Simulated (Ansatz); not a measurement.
# CH6GaNS: ionisation energy by level of theory

The task here is to estimate one member of a computed series from the others.

Computed with Ansatz 0.2.0, Gaussian basis. Level: unrestricted cation, the program's frozen cores in correlated methods.

The runs, in order: UKS PBE-D4/def2-TZVPP; UKS r2SCAN-D4/def2-TZVPP; UKS PBE0-D4/def2-TZVPP; UKS B3LYP-D4/def2-TZVPP; UKS wB97X-V/def2-TZVPP; UKS wB97M-V/def2-TZVPP; UKS B2PLYP/def2-TZVPP; UHF-CCSD(T)/def2-TZVPP; UHF-MP2/def2-QZVPP; extrapolation to the limit; then −ε(HOMO) from the neutral's earlier runs with LDA (SPW92), PBE-D4, revPBE-D4, BLYP-D4, r2SCAN-D4, B97M-V, PBE0-D4, B3LYP-D4, r2SCANh-D4, r2SCAN0-D4, HSE06-D4, BHLYP-D4, CAM-B3LYP-D4, LC-ωPBE, ωB97X-V, ωB97M-V.

## The relaxed structure

All runs share one geometry, relaxed beforehand with PBE0-D4 in a triple-zeta def2 set.

10 atoms, charge 0, spin multiplicity 1.

Atoms are counted from 1 here; the program's logs count them from 0.

Bond lengths: C1–Ga2 1.955 Å, C1–H5 1.090 Å, C1–H6 1.092 Å, C1–H7 1.092 Å, Ga2–N3 1.815 Å, Ga2–S4 2.213 Å, N3–H8 1.005 Å, N3–H9 1.005 Å, S4–H10 1.343 Å. Angles: Ga2–C1–H5 111.0°, Ga2–C1–H6 110.3°, Ga2–C1–H7 110.3°, H5–C1–H6 108.6°, H5–C1–H7 108.6°, H6–C1–H7 107.9°, C1–Ga2–N3 122.9°, C1–Ga2–S4 120.7°, N3–Ga2–S4 116.4°, Ga2–N3–H8 124.5°, Ga2–N3–H9 123.5°, H8–N3–H9 112.0°, Ga2–S4–H10 94.9°.

Set-up of the first run:

Contents of in.yaml:

```yaml
crystal:
  periodic: [false, false, false]
  atoms:
    - {symbol: C, position_ang: [-0.970090, 1.359431, 0.603081]}
    - {symbol: Ga, position_ang: [-0.016845, -0.096956, -0.286509]}
    - {symbol: N, position_ang: [1.198169, -1.142935, 0.564058]}
    - {symbol: S, position_ang: [-0.383147, -0.549103, -2.421863]}
    - {symbol: H, position_ang: [-1.644554, 1.864894, -0.088082]}
    - {symbol: H, position_ang: [-1.554969, 0.973049, 1.440329]}
    - {symbol: H, position_ang: [-0.262002, 2.091159, 0.997243]}
    - {symbol: H, position_ang: [1.702048, -1.897523, 0.132064]}
    - {symbol: H, position_ang: [1.444474, -1.031246, 1.532401]}
    - {symbol: H, position_ang: [0.486916, -1.570770, -2.472712]}
basis:
  gaussian: {orbitals: def2-TZVPP}
total_charge: 1
magnetization: {spin_polarized: true, initial_magnetization: 1}
hamiltonian: {xc: pbe, dispersion: d4}
```

Started as:

```console
ansatz run in.yaml --threads 2 --pin off --events-out ev --progress --plain --max-ram 22528MiB --backend cpu
```

Steps of the session up to this table: Cation, UKS PBE-D4/def2-TZVPP; Cation, UKS r2SCAN-D4/def2-TZVPP; Cation, UKS PBE0-D4/def2-TZVPP; Cation, UKS B3LYP-D4/def2-TZVPP; Cation, UKS wB97X-V/def2-TZVPP; Cation, UKS wB97M-V/def2-TZVPP; Cation, UKS B2PLYP (frozen core)/def2-TZVPP; Cation, UHF-CCSD(T)/def2-TZVPP; Cation, UHF-MP2/def2-QZVPP.

One of the session's tables, all rows but one given; the rest of the session is left out.

Orbital estimates, from the neutral's runs:

```
  functional  −ε(HOMO) (eV)
 LDA (SPW92)           5.88
      PBE-D4           5.71
   revPBE-D4           5.65
     BLYP-D4           5.56
   r2SCAN-D4              ?
      B97M-V           6.05
     PBE0-D4           7.01
    B3LYP-D4           6.76
  r2SCANh-D4           6.49
  r2SCAN0-D4           7.21
    HSE06-D4           6.61
    BHLYP-D4           8.16
CAM-B3LYP-D4           8.36
     LC-ωPBE           9.80
     ωB97X-V           9.41
     ωB97M-V           9.26
```

Q: Estimate the row for r2SCAN-D4 from the others.

Worked estimate for «−ε(HOMO) (eV)». Against the share of exact exchange, r2SCANh-D4 (0.1, 6.49), r2SCAN0-D4 (0.25, 7.21) give a slope of 4.80 per unit share; at 0 the line stands at 6.01.

As computed: −ε(HOMO) (eV): 6.01. In «−ε(HOMO) (eV)» the line misses by 0.00.

Caveats from the session: The cation may have settled in a state other than its lowest; no search over hole states beyond the program's own was made.
